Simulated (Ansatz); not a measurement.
# BaF₃, space group I4/mmm: a convergence test of the plane-wave cutoff

Computed with the Python package of Ansatz (0.2.0).

Interactive session:
```pycon
>>> import ansatz as az
>>> import pandas as pd
>>> XC = "PBEsol"
>>> KMESH = (9, 9, 9)
>>> FILLING = "Fermi-Dirac"
>>> SMEARING_WIDTH = 0.1
>>> lattice = az.Lattice.of(
...     [-2.12239, 2.12239, 3.41925],
...     [2.12239, -2.12239, 3.41925],
...     [2.12239, 2.12239, -3.41925],
... )
>>> sites = [
...     ("Ba", [0.0, 0.0, 0.0]),
...     ("F", [0.75, 0.25, 0.5]),
...     ("F", [0.25, 0.75, 0.5]),
...     ("F", [0.5, 0.5, 0.0]),
... ]
>>> crystal = az.Crystal(lattice=lattice)
>>> for symbol, position in sites:
...     crystal = crystal.atom(symbol, position)
...
>>> job = crystal.calculation().functional(XC).kpoints(*KMESH).occupations(FILLING, width=SMEARING_WIDTH)
>>> rows = []
>>> for value in [250, 300, 350, 400, 450]:
...     data = job.basis(value).run().report
...     rows.append((value, data["free_energy_ev"] / len(data["lattice"]["sites"]), data["n_iterations"], data["n_pw"]))
...
DeckWarning: basis.ecutwfc = 250 eV is below the records' recommended 420 eV, and the density's cutoff is lower with it unless basis.ecutrho_ratio is high enough to keep the records' density cutoff: compare with a run at a higher cutoff
DeckWarning: basis.ecutrho_ratio 4 (ecutrho = 1000 eV, dense FFT grid 24×24×24): the grid does not resolve the core-correction charge of F (measure 0.11 e/Å^2.5); warned from 0.08. The energy and each atom's force then go with where the atoms sit on the grid: [...]
DeckWarning: basis.ecutwfc = 300 eV is below the records' recommended 420 eV, and the density's cutoff is lower with it unless basis.ecutrho_ratio is high enough to keep the records' density cutoff: compare with a run at a higher cutoff
DeckWarning: basis.ecutwfc = 350 eV is below the records' recommended 420 eV, and the density's cutoff is lower with it unless basis.ecutrho_ratio is high enough to keep the records' density cutoff: compare with a run at a higher cutoff
DeckWarning: basis.ecutwfc = 400 eV is below the records' recommended 420 eV, and the density's cutoff is lower with it unless basis.ecutrho_ratio is high enough to keep the records' density cutoff: compare with a run at a higher cutoff
>>> table = pd.DataFrame(rows, columns=["cutoff (eV)", "F/atom (eV)", "iterations", "plane waves"])
>>> table.round(5)
   cutoff (eV)  F/atom (eV)  iterations  plane waves
0          250  -2064.49391           7          565
1          300  -2066.19285           7          745
2          350  -2066.60956           7          927
3          400  -2066.69167           7         1127
4          450  -2066.70254           7         1339
>>> for row in rows[:-1]:
...     shift = 1000 * (row[1] - rows[-1][1])
...     print(f"{row[0]}: {shift:+.2f} meV/atom" + ("  (within 5 meV)" if abs(shift) < 5 else ""))
...
250: +2208.62 meV/atom
300: +509.68 meV/atom
350: +92.98 meV/atom
400: +10.86 meV/atom
```

The cell holds an odd number of electrons and is run without spin, so a magnetic state may lie lower. The structure comes from a database of computed cells and needn't be a stable or known phase. Warnings are shown shortened and without file and line. Shifts are counted from the last row, which is itself no proven limit. Run time: 15 s on 1 thread of AMD EPYC 7R43 64-Core Processor (Zen 3), on a shared host, peak memory 0.51 GiB.
